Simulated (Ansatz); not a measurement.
# Cl4FHMoO: small, medium and large basis sets

An exercise on one series of results from a longer session: the logs are not shown, and one member is left open.

Program: Ansatz 0.2.0, Gaussian basis. Level of theory: one geometry, several basis sets. These are calculated values, not measurements.

Plan: PBE0-D4/def2-SVP; ωB97M-V/def2-SVP; PBE0-D4/def2-QZVPP; ωB97M-V/def2-QZVPP; the functionals' def2-TZVPP values are taken from earlier runs.

## The relaxed structure

The geometry comes from an earlier relaxation with PBE0-D4 in a triple-zeta def2 set; it is a stationary point, not always the lowest conformer. Mo takes the def2 core potential; no spin-orbit term is included.

SMILES `[OH][Mo]([F])([Cl])([Cl])([Cl])[Cl]`, 8 atoms, charge 0, spin multiplicity 1.

Atoms are counted from 1 here; the program's logs count them from 0.

Bond lengths: O1–Mo2 1.834 Å, O1–H8 0.965 Å, Mo2–F3 1.841 Å, Mo2–Cl4 2.281 Å, Mo2–Cl5 2.327 Å, Mo2–Cl6 2.281 Å, Mo2–Cl7 2.270 Å. Angles: Mo2–O1–H8 128.2°, O1–Mo2–F3 92.3°, O1–Mo2–Cl4 93.3°, O1–Mo2–Cl5 81.8°, O1–Mo2–Cl6 93.3°, O1–Mo2–Cl7 167.1°, F3–Mo2–Cl4 86.0°, F3–Mo2–Cl5 174.0°, F3–Mo2–Cl6 86.0°, F3–Mo2–Cl7 100.7°, Cl4–Mo2–Cl5 94.3°, Cl4–Mo2–Cl6 169.7°, Cl4–Mo2–Cl7 87.6°, Cl5–Mo2–Cl6 94.3°, Cl5–Mo2–Cl7 85.3°, Cl6–Mo2–Cl7 87.6°.

The first run:

Contents of in.yaml:

```yaml
crystal:
  periodic: [false, false, false]
  atoms:
    - {symbol: O, position_ang: [-1.495366, -0.194806, 0.457334]}
    - {symbol: Mo, position_ang: [0.298263, -0.037251, 0.110549]}
    - {symbol: F, position_ang: [0.748397, -0.570180, 1.813919]}
    - {symbol: Cl, position_ang: [0.516225, -2.234092, -0.461471]}
    - {symbol: Cl, position_ang: [-0.501694, 0.609239, -1.976918]}
    - {symbol: Cl, position_ang: [0.403609, 2.091629, 0.921399]}
    - {symbol: Cl, position_ang: [2.357409, 0.301840, -0.782611]}
    - {symbol: H, position_ang: [-2.234743, -0.023480, -0.138002]}
basis:
  gaussian: {orbitals: def2-SVP}
hamiltonian: {xc: pbe0, dispersion: d4}
output: {orbitals: {seedname: orbitals}}
```

The run is started by

```console
$ ansatz run in.yaml --threads 4 --pin off --events-out ev --progress --plain --max-ram 11315MiB
```

Steps of the session up to this table: PBE0-D4 in def2-SVP; ωB97M-V in def2-SVP; PBE0-D4 in def2-QZVPP; ωB97M-V in def2-QZVPP.

One table of the session follows, with a row left open; its other results are not shown here.

It belongs to the step «Density functionals: the series». 

```
functional       basis  HOMO (eV)  LUMO (eV)
   PBE0-D4    def2-SVP          ?          ?
   PBE0-D4  def2-TZVPP      -9.07      -5.49
   PBE0-D4  def2-QZVPP      -9.07      -5.47
   ωB97M-V    def2-SVP     -11.24      -3.66
   ωB97M-V  def2-TZVPP     -11.25      -3.64
   ωB97M-V  def2-QZVPP     -11.26      -3.63
```

Q: Estimate the row for PBE0-D4, def2-SVP from the others.

As computed: HOMO (eV): -9.10; LUMO (eV): -5.56. In the column «HOMO (eV)» it lies between ωB97M-V, def2-SVP (-11.24) and PBE0-D4, def2-TZVPP (-9.07).
